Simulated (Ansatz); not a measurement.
# The palladium atom (singlet): the correlation ladder, def2-TZVPD

An exercise on one series of results from a longer session: the logs are not shown, and one member is left open.

The runs use Ansatz 0.2.0, Gaussian basis; def2-TZVPD, core rule «outside noble gas», up to 4 orbitals frozen.

Plan: UHF; CCSD(T) on RHF; CISD; CCSDT(Q) on RHF; CASSCF and MRCISD+Q, 10 electrons in 6 orbitals; CASSCF and MRCISD+Q(relaxed), 10 electrons in 6 orbitals; CASSCF and NEVPT4(SD), 10 electrons in 6 orbitals; CASSCF and NEVPT2, 10 electrons in 6 orbitals.

## The atom

A free atom, in its lowest state of this spin that the program finds. No spin-orbit coupling is included. Elements past krypton take def2 core potentials.

1 atom, charge 0, spin multiplicity 1.

The first run:

Input file in.yaml:

```yaml
crystal:
  periodic: [false, false, false]
  atoms:
    - {symbol: Pd, position_ang: [0.000000, 0.000000, 0.000000]}
basis:
  gaussian: {orbitals: def2-TZVPD}
magnetization: {spin_polarized: true, initial_magnetization: 0}
hamiltonian: {xc: hf}
output: {orbitals: {seedname: orbitals}}
```

On the command line:

```console
ansatz run in.yaml --threads 1 --pin off --events-out ev --progress --plain --max-ram 2393MiB
```

Among the steps run: UHF; CCSD(T) on RHF; CISD; CCSDT(Q) on RHF; CASSCF and MRCISD+Q, 10 electrons in 6 orbitals; CASSCF and MRCISD+Q(relaxed), 10 electrons in 6 orbitals; CASSCF and NEVPT4(SD), 10 electrons in 6 orbitals; CASSCF and NEVPT2, 10 electrons in 6 orbitals.

One of the session's tables, all rows but one given; the rest of the session is left out.

It belongs to the step «Misses and costs». 

| method | from RCCSDT(Q) (meV) |
| --- | --- |
| RHF | +7045.5 |
| RMP2 | -246.6 |
| CISD | +503.6 |
| RCCSD | +184.5 |
| RCCSD(T) | +3.7 |
| RCCSDT | +9.2 |
| RCCSDT(Q) | 0 |
| CASSCF valence | +6942.0 |
| NEVPT2 valence | ? |
| NEVPT4(SD) valence | +155.2 |
| MRCISD valence | +468.3 |
| MRCISD+Q valence | +134.1 |
| MRCISD+Q(relaxed) valence | +134.1 |

**Question.** Estimate the row for NEVPT2 valence.

The run gave: from RCCSDT(Q) (meV): +626.9. In the column «from RCCSDT(Q) (meV)» it lies between CISD (+503.6) and CASSCF valence (+6942.0).
